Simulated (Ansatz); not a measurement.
# In3Se: the cost of one run

Program: Ansatz 0.2.0. Level of theory: DFT PBEsol, scalar-relativistic, plane waves, PAW. These are calculated values, not measurements.

2 further runs of the same task are left out: 1 that didn't finish, 1 set aside as unsound or not needed.

### Step 1. The system as given

Symmetry: Pm-3m, No. 221, cubic system. The conventional cell has a = 4.668 Å, b = 4.668 Å, c = 4.668 Å, α = 90.00°, β = 90.00°, γ = 90.00°. Around In (site symmetry 4/mmm) lie 8 In at 3.30 Å and 4 Se at 3.30 Å. Se (site symmetry m-3m) is surrounded by 12 In at 3.30 Å.

Structure file:

```cif
data_structure
_symmetry_space_group_name_H-M 'P 1'
_symmetry_Int_Tables_number 1
_cell_length_a 4.6684
_cell_length_b 4.6684
_cell_length_c 4.6684
_cell_angle_alpha 90.000
_cell_angle_beta 90.000
_cell_angle_gamma 90.000
_cell_volume 101.74
loop_
_atom_site_label
_atom_site_type_symbol
_atom_site_fract_x
_atom_site_fract_y
_atom_site_fract_z
_atom_site_occupancy
In1 In 0.00000 0.50000 0.50000 1
In2 In 0.50000 0.00000 0.50000 1
In3 In 0.50000 0.50000 0.00000 1
Se1 Se 0.00000 0.00000 0.00000 1
```

It goes back to an entry of the Materials Project, which need not be the stable form.

It is the result of an earlier relaxation at this level (volume 25.44 Å³/atom; gap on the mesh: none (metal)).

### Step 2. Zero of energy

The reference gives a free energy of -22000.8748 eV, pressure -0.01 GPa, largest force 0.000 eV/Å and gap on the mesh none (metal). It was computed beforehand with the settings of the runs below.

### Step 3. The scan: biaxial against axial strain

The cell is strained by p along both x and y and by q along z, with fractional coordinates fixed.

### Step 4. p = -0.080, q = -0.080

File input.yaml:

```yaml
crystal:
  lattice:
    - [4.2949471986, 0.0, 0.0]
    - [0.0, 4.2949471986, 0.0]
    - [0.0, 0.0, 4.2949471986]
  atoms:
    - { symbol: In, position: [0.0, 0.5, 0.5] }
    - { symbol: In, position: [0.5, 0.0, 0.5] }
    - { symbol: In, position: [0.5, 0.5, 0.0] }
    - { symbol: Se, position: [0.0, 0.0, 0.0] }
basis:
  ecutwfc: 420
kpoints:
  mp_grid: { grid: [10, 10, 10] }
hamiltonian:
  xc: pbesol
scf:
  occupations: { method: gaussian, width: 0.15 }
output:
  forces: true
  stress: true
  eigenvalues: true
  write_density: true
  write_potential: true
  elf: true
  volumetric_format: npy
```

Run with:

```bash
$ ansatz run input.yaml --threads 2 --pin off --max-ram 5120MiB --backend cpu --events-out ev --progress --plain --runs-dir out
```

Q: Estimate wall time and peak memory on 2 threads of Intel Xeon Platinum 8488C (Sapphire Rapids), shared host.

About 5 s, with a peak of 0.5 GiB.
